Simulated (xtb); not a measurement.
# GeF2 (SMILES [F][Ge][F]): GFN2-xTB

We compute a structure relaxation of GeF2. 

The results are computed with xtb 6.7.1 later snapshot.

1 further run of the same task is left out (set aside as unsound or not needed).

### 1 The system as given

The species is GeF2 (3 atoms), meant as a singlet with charge 0. As SMILES, `[F][Ge][F]`. All atoms were displaced at random from a relaxed shape. The run starts from this shape.

Bond lengths: F1–Ge2 1.830 Å, Ge2–F3 1.649 Å. Angles: F1–Ge2–F3 95.6°.

### 2 A structure relaxation at GFN2-xTB

xcontrol reads:

```
$opt
   hessian=old
$end
```

coord reads:

```
$coord
     -1.351437638026     -1.985988773414     -0.872883394226  f
      1.353062802493     -0.358140895139      0.537872746852  ge
      0.177464180364      2.510916896313      0.229904080322  f
$end
```

Run with:

```sh
$ xtb coord --opt tight --input xcontrol > xtb.out 2> xtb.err
```

Q: Predict the results. Wanted: total energy at the end; dipole moment; HOMO energy; LUMO energy; HOMO–LUMO gap; dispersion energy; mean polarisability.

Answer, from the run:

At GFN2-xTB:

| quantity | value |
| --- | --- |
| total energy at the end | -11.53968 Eh |
| dipole moment | 4.09 D |
| HOMO energy | -12.90 eV |
| LUMO energy | -7.93 eV |
| HOMO–LUMO gap | 4.97 eV |
| dispersion energy | -2.41 kJ/mol |
| mean polarisability (D4 model) | 41.6 bohr³ |

**Reading.** At the final geometry: Bond lengths: F1–Ge2 1.798 Å, Ge2–F3 1.798 Å. Angles: F1–Ge2–F3 94.5°. The optimisation took 7 steps and changed the energy by -0.154 eV. Mulliken charges run from -0.27 on F1 to +0.55 on Ge2.
